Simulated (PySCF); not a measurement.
# C₅H₁₁NSi: magnetic properties

Wanted: magnetic properties for C₅H₁₁NSi (`C=C([SiH3])/C=N\CC`).

Computed with PySCF 2.14.0 and routines of our own; the level stands in each step. Atoms count from 0.

## Step 1: The starting structure

18 atoms, charge 0, multiplicity 1; geometry from: GFN2-xTB.

## Step 2: Magnetic properties: GIAO HF/pcSseg-1

What the job is given:

```
{"job": {"kind": "mag", "xc": "HF", "basis": "pcSseg-1", "isotopologues": 2}, "charge": 0, "multiplicity": 1}
C     -2.021963     0.656675    -0.367158
C     -1.280303     0.051716     0.554555
Si    -1.676899    -1.662852     1.250354
C     -0.068032     0.678089     1.107029
N      0.999731     1.004989     0.528276
C      1.216166     0.808906    -0.876287
C      2.566132     0.125618    -1.080528
H     -2.911732     0.200935    -0.771427
H     -1.788882     1.646024    -0.734240
H     -0.618411    -2.593566     0.850497
H     -2.967190    -2.095416     0.715351
H     -1.725567    -1.570503     2.710938
H     -0.088327     0.843715     2.182913
H      1.251535     1.804525    -1.331974
H      0.418168     0.230732    -1.367032
H      2.538119    -0.888605    -0.689011
H      3.339843     0.678052    -0.554470
H      2.808854     0.087283    -2.139442
```

Method: GIAO HF/pcSseg-1 magnetisability, rotational g tensor and spin-rotation constants, non-relativistic, gas phase.

Run with:

```sh
OMP_NUM_THREADS=1 python excited_run.py task.json out
```

The driver reads the jobs from task.json and runs them one after another.

The program printed:

```text
final grid: 138056 points
cycle   1  E = -538.9146253722  dE =  1.234e+00  |g| = 5.099e-01  |ddm| = 3.629e+00
cycle   2  E = -538.9991236072  dE = -8.450e-02  |g| = 2.255e-01  |ddm| = 6.424e-01
cycle   3  E = -539.0106012309  dE = -1.148e-02  |g| = 9.849e-02  |ddm| = 2.982e-01
cycle   4  E = -539.0135176181  dE = -2.916e-03  |g| = 2.311e-02  |ddm| = 1.121e-01
cycle   5  E = -539.0137024072  dE = -1.848e-04  |g| = 6.400e-03  |ddm| = 3.792e-02
cycle   6  E = -539.0137349862  dE = -3.258e-05  |g| = 3.074e-03  |ddm| = 1.713e-02
cycle   7  E = -539.0137416588  dE = -6.673e-06  |g| = 1.028e-03  |ddm| = 8.265e-03
cycle   8  E = -539.0137424753  dE = -8.164e-07  |g| = 2.775e-04  |ddm| = 2.854e-03
cycle   9  E = -539.0137425357  dE = -6.039e-08  |g| = 1.046e-04  |ddm| = 6.962e-04
cycle  10  E = -539.0137425427  dE = -6.998e-09  |g| = 3.156e-05  |ddm| = 2.497e-04
cycle  11  E = -539.0137425436  dE = -9.991e-10  |g| = 1.440e-05  |ddm| = 9.202e-05
converged SCF energy = -539.0137425436

Magnetisability tensor (1e-30 J/T^2)
    -1105.03      124.60       29.18
      124.60    -1240.65      -15.17
       29.18      -15.17    -1119.48
isotropic -1155.05   principal values   -1318.64  -1118.91  -1027.61
isotropic susceptibility -69.559 1e-6 cm^3/mol

Inertial axes            a          b          c
rot. const./GHz      3.5928     1.1267     1.0325
chi total           -63.839    -77.246    -67.592
chi diamagnetic    -467.609  -1210.388  -1311.640
chi paramagnetic    403.769   1133.142   1244.048
quadrupole/D A       -0.996      2.759     -1.763
g nuclear            0.6290     0.5892     0.5904
g electronic        -0.6815    -0.5998    -0.6034
g total             -0.0525    -0.0105    -0.0130

Spin-rotation constants (kHz, H = +C I.J)
atom  isotope        aa         bb         cc
  4    14N        1.059      0.030      0.287
  7     1H       -0.029     -0.108     -0.019
  8     1H       -0.058     -0.004     -0.111
  9     1H       -0.251     -0.005     -0.082
 10     1H       -0.085     -0.095     -0.047
 11     1H       -0.256     -0.102      0.012
 12     1H       -0.272     -0.109      0.091
 13     1H       -0.171     -0.009     -0.111
 14     1H       -0.152     -0.123     -0.003
 15     1H       -0.267     -0.014     -0.121
 16     1H       -0.164     -0.121     -0.032
 17     1H       -0.246     -0.124     -0.023
  0    13C*       1.347      0.340      0.284
  1    13C*       1.481      0.342      0.275
  2   29Si*      -1.758     -0.560     -0.542
  3    13C*       1.209      0.227      0.542
  5    13C*       0.700      0.190      0.157
  6    13C*       0.488      0.150      0.136
* in the singly substituted isotopologue

Isotopologues: g along a, b, c
2H    at 7,8,9,10,11,12    -0.0420    -0.0092    -0.0109
13C   at 0                 -0.0514    -0.0107    -0.0128
```

Run time: 21 s. Hardware: 1 thread of Arm Neoverse V2, shared host; peak memory 0.91 GiB.

From this job:

```
              quantity                      value
       magnetisability           -1155·10⁻³⁰ J/T²
  molar susceptibility         -69.6·10⁻⁶ cm³/mol
rotational g (a, b, c)  -0.0525, -0.0105, -0.0130
```

The fields below are evaluated on a grid from the run's orbitals.

Frontier orbitals at HF/pcSseg-1, with the share of their density that lies nearest to each atom:

```
orbital  energy (eV)                                  lies on
   HOMO       -10.12  C0, C1 about 22 % each; N4 21 %; C3 8 %
   LUMO         2.94  C0, C1 about 20 % each; N4 11 %; C3 9 %
```

ELF in a plane through or near 6 of the atoms.

Ten even steps from ' ' (0.00) to '@' (1.00):
```
                                                        
                                                        
                                                        
                                                        
                            ::::..::**%%**              
                            ::----**@@@@@@::            
                ..    ..    ::==++@@@@@@@@..            
                  ..==%%##  ..**++##@@@@**              
        ..====    --@@@@@@--..**##--..      ----        
        ##@@@@##----##@@@@--  ==++--::..**@@@@@@**      
      ..##@@@@@@++--::++++    ::--==----@@@@@@@@%%..    
        --##%%******::          ..--    ++@@@@@@##      
          ..::##@@@@@@..      --%%@@##....%%%%**..      
            ..@@@@@@@@==    ::@@@@@@@@%%::::::          
              ##@@@@%%      ==@@@@@@@@@@--              
              ..----        ::@@@@@@@@%%..              
                              ..++##**::                
                                                        
                                                        
                                                        
```
The map spans 12.1 Å across and 10.0 Å up, centred on the molecule. Atoms in the plane (x, y in Å): H7 (2.2, 1.9), H9 (1.6, -2.0), H10 (3.5, -0.5), H14 (-1.0, 0.6), H15 (-2.2, -1.5), H17 (-3.3, -0.2).

On the surface of density 0.002 e/bohr³ the electrostatic potential runs, from the 1st to the 99th percentile, from -1.89 V near N4 to 1.24 V near H9.

## Step 3: Results

| quantity | value |
| --- | --- |
| magnetisability (step 2, GIAO HF/pcSseg-1) | -1155·10⁻³⁰ J/T² |
| molar susceptibility (step 2, GIAO HF/pcSseg-1) | -69.6·10⁻⁶ cm³/mol |
| rotational g (a, b, c) (step 2, GIAO HF/pcSseg-1) | -0.0525, -0.0105, -0.0130 |
| surface potential, 1st and 99th percentile | -1.89 V and 1.24 V |

**Reading.** The values above hold for this geometry and these levels alone. Vibrational averaging and real surroundings are missing from these values.
